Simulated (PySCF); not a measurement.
The system is C2F2H2, in a box.

```
CELL_PARAMETERS angstrom
11.00000 0.00000 0.00000
0.00000 12.00000 0.00000
0.00000 0.00000 13.00000
ATOMIC_POSITIONS crystal
C 0.48548 0.54672 0.45615
C 0.50556 0.47459 0.53035
F 0.45466 0.47717 0.62169
F 0.57958 0.38896 0.52442
H 0.53185 0.53752 0.38354
H 0.42278 0.61454 0.46848
```

Base run:

```yaml
Program: PySCF 2.14.0
Functional: OLYP
Potentials_or_basis: def2-svp (all-electron)
k_mesh: 1 × 1 × 1
Occupations: fixed
Spin: no spin polarisation
```

Its results: gap between the frontier levels 6.07 eV.

After a change of settings the same cell gave: gap between the frontier levels 6.55 eV. Which change was it?
A. functional from OLYP to X3LYP
B. functional from OLYP to TPSS
C. functional from OLYP to M06-L

C.

Caveats: this is a molecule in a periodic box at the Γ point, so its band gap is the HOMO-LUMO gap; the basis of atomic orbitals isn't converged, which shifts pressures, moduli and gaps.

Runs at the PBE level aren't shown here.
